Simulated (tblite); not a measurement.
# C6H9O2: the cost of one run

Computed with tblite 0.8.0 and PySCF 2.14.0, with density-fitted response routines of our own, on a single molecule in the gas phase. Atoms are numbered from 0 throughout.

### 1 Starting geometry

17 atoms, charge 0, multiplicity 2; geometry from: force field or distance geometry start.

Bonds of the start (Å): C0–C1 1.50, C1–C2 1.34, C2–O3 1.22, C1–O4 1.37, O4–C5 1.41, C5–C6 1.50, C5–C7 1.50, C0–H8 1.11, C0–H9 1.09, C5–H10 1.13, C6–H11 1.11, C6–H12 1.11, C6–H13 1.11, C7–H14 1.10, C7–H15 1.13, C7–H16 1.12.

### 2 Optimising the geometry with GFN2-xTB

Job settings and geometry (Å):

```
{"job": {"kind": "relax", "xc": "GFN2-xTB", "basis": "xTB"}, "charge": 0, "multiplicity": 2}
C      2.256700    -0.223800    -1.228900
C      1.614600     0.118600     0.080400
C      2.213800    -0.225900     1.231900
O      2.758500    -0.511200     2.287300
O      0.411500     0.782100     0.054700
C     -0.848600     0.225600     0.335700
C     -1.898100     1.281200     0.172300
C     -1.129200    -1.049700    -0.399200
H      2.531300    -1.299700    -1.163000
H      3.124800     0.402000    -1.455800
H     -0.827000    -0.046400     1.427600
H     -2.497600     1.174400    -0.760700
H     -1.373600     2.257400     0.142300
H     -2.569300     1.249000     1.049600
H     -0.340600    -1.807200    -0.323200
H     -2.068700    -1.529800     0.003200
H     -1.365600    -0.784700    -1.464000
```

On the command line:

```sh
> OMP_NUM_THREADS=1 python probes_run.py task.json out
```

This one command runs all jobs of the session in turn.

**Question.** How long does this first job take on 1 thread of AMD EPYC, shared host, and how much memory does it need?

About 2.2 s, with a peak of 0.18 GiB.
